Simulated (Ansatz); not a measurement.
# FGe2H7O: the cost of one run

Program: Ansatz 0.2.0. Level of theory: RKS PBE0/def2-SVP. These are calculated values, not measurements.

## Step 1: The system as given

Bond lengths: Ge1–Ge2 2.750 Å, Ge2–H3 1.550 Å, Ge2–H4 1.550 Å, Ge2–H5 1.550 Å, Ge1–H6 1.550 Å, Ge1–F7 1.679 Å, Ge1–O8 1.769 Å, O8–H9 1.010 Å. Angles: Ge1–Ge2–H3 109.5°, Ge1–Ge2–H4 109.5°, Ge1–Ge2–H5 109.5°, H3–Ge2–H4 109.4°, H3–Ge2–H5 109.4°, H4–Ge2–H5 109.4°, Ge2–Ge1–H6 109.5°, Ge2–Ge1–F7 109.5°, Ge2–Ge1–O8 109.5°, H6–Ge1–F7 109.5°, H6–Ge1–O8 109.5°, F7–Ge1–O8 109.5°, Ge1–O8–H9 109.5°.

Structure file:

```xyz
11

Ge    0.0000    0.0000    0.0000
Ge    0.0000    0.0000    2.7500
H    -1.3958   -0.4318    3.2674
H     1.0719   -0.9929    3.2674
H     0.3240    1.4247    3.2674
H     1.4616    0.0000   -0.5162
F    -0.7913    1.3709   -0.5594
O    -0.8337   -1.4443   -0.5894
H    -1.2883   -1.9100    0.1830
H     0.6884   -1.6150    0.5833
H     0.6076   -1.4255    1.5485
```

## Step 2: A restrained relaxation towards end A

Springs on the bonds that form and break draw the guess towards this end; the thresholds are loose.

Input file input.yaml:

```yaml
crystal:
  periodic: [false, false, false]
  atoms:
    - { symbol: Ge, position_ang: [0.0, 0.0, 0.0] }
    - { symbol: Ge, position_ang: [0.0, 0.0, 2.75] }
    - { symbol: H, position_ang: [-1.3958, -0.4318, 3.2674] }
    - { symbol: H, position_ang: [1.0719, -0.9929, 3.2674] }
    - { symbol: H, position_ang: [0.324, 1.4247, 3.2674] }
    - { symbol: H, position_ang: [1.4616, 0.0, -0.5162] }
    - { symbol: F, position_ang: [-0.7913, 1.3709, -0.5594] }
    - { symbol: O, position_ang: [-0.8337, -1.4443, -0.5894] }
    - { symbol: H, position_ang: [-1.2883, -1.91, 0.183] }
    - { symbol: H, position_ang: [0.6884, -1.615, 0.5833] }
    - { symbol: H, position_ang: [0.6076, -1.4255, 1.5485] }
basis:
  gaussian: { orbitals: def2-SVP }
hamiltonian:
  xc: pbe0
relax:
  f_tol: 0.15
  max_steps: 25
  restrain:
    - { distance: [0, 9], at: 2.75, k: 30.0 }
    - { distance: [10, 1], at: 2.75, k: 30.0 }
    - { distance: [0, 1], at: 2.4, k: 30.0 }
    - { distance: [10, 9], at: 0.66, k: 30.0 }
```

Started as:

```bash
$ ansatz run input.yaml --threads 4 --pin off --max-ram 5120MiB --backend cpu --events-out ev --progress --plain --runs-dir out
```

**Question.** How long does this run take on 4 threads of Intel Xeon 6975P-C (Granite Rapids), shared host, and how much memory does it need?

About 26 s, with a peak of 0.37 GiB.
